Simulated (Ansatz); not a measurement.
# SiGe (buck sheet): the cost of one run

Computed with Ansatz 0.2.0 (DFT PBE, scalar-relativistic, plane waves, PAW, unless a step's input says otherwise).

4 further runs of the same task are left out: 2 that didn't finish, 2 set aside as unsound or not needed. Runs told in other sessions of the task aren't counted.

### Step 1. The system as given

The structure is trigonal, space group P3m1 (No. 156). Conventional cell: a = 3.942 Å, b = 3.942 Å, c = 24.755 Å, α = 90.00°, β = 90.00°, γ = 120.00°. Si (site symmetry 3m) has 3 Ge at 2.35 Å in its first shell of neighbours. Ge (site symmetry 3m) has 3 Si at 2.35 Å in its first shell of neighbours.

Structure file:

```cif
data_structure
_symmetry_space_group_name_H-M 'P3m1'
_symmetry_Int_Tables_number 156
_cell_length_a 3.9421
_cell_length_b 3.9421
_cell_length_c 24.7554
_cell_angle_alpha 90.000
_cell_angle_beta 90.000
_cell_angle_gamma 120.000
_cell_volume 333.16
loop_
_atom_site_label
_atom_site_type_symbol
_atom_site_symmetry_multiplicity
_atom_site_Wyckoff_symbol
_atom_site_fract_x
_atom_site_fract_y
_atom_site_fract_z
_atom_site_occupancy
Si1 Si 1 b 0.33333 0.66667 0.36151 1
Ge1 Ge 1 c 0.66667 0.33333 0.38490 1
```

This sheet was relaxed beforehand with the same method; its gap on the mesh is none (metal).

### Step 2. Building the zigzag ribbon, N = 4, edge spins started parallel

The ribbon is cut from the relaxed sheet, periodic along c; N counts formula units a period. The edge energy is the mean of both edges over the sheet, -2464.8094 eV an atom.

The cell holds 4 Si, 4 Ge: a = 20.400 Å, b = 9.900 Å, c = 3.942 Å, α = 90.00°, β = 90.00°, γ = 90.00°.

### Step 3. Relaxation

Pressure and volume refer to the whole cell with its vacuum; only the period along c may change.

input.yaml

```yaml
crystal:
  lattice:
    - [20.4, 0.0, 0.0]
    - [0.0, 9.9, 0.0]
    - [0.0, 0.0, 3.9420589326]
  atoms:
    - { symbol: Si, position: [0.2768677661, 0.4707655, 1.0] }
    - { symbol: Si, position: [0.4442169415, 0.4707655, 0.5] }
    - { symbol: Si, position: [0.611566117, 0.4707655, 0.0] }
    - { symbol: Si, position: [0.7789152924, 0.4707655, 0.5], spin: 1.0 }
    - { symbol: Ge, position: [0.2210847076, 0.5292345, 0.5], spin: 1.0 }
    - { symbol: Ge, position: [0.388433883, 0.5292345, 1.0] }
    - { symbol: Ge, position: [0.5557830585, 0.5292345, 0.5] }
    - { symbol: Ge, position: [0.7231322339, 0.5292345, 0.0] }
basis:
  ecutwfc: 420
kpoints:
  mp_grid: { grid: [1, 1, 23] }
hamiltonian:
  xc: pbe
scf:
  occupations: { method: gaussian, width: 0.05 }
output:
  forces: true
  stress: true
  eigenvalues: true
  populations: true
  write_density: true
  write_potential: true
  elf: true
  volumetric_format: npy
magnetization:
  spin_polarized: true
relax:
  adjacent_minimum: "off"
  f_tol: 0.02
  max_steps: 45
  cell: { fix: [a, b, alpha, beta, gamma], stress_tol: 0.03 }
```

On the command line:

```sh
$ ansatz run input.yaml --threads 4 --pin off --max-ram 11264MiB --backend cpu --events-out ev --progress --plain --runs-dir out
```

What time and memory should one allow on 4 threads of Arm Neoverse V1, shared host?

About 7.1 min, with a peak of 1.6 GiB.
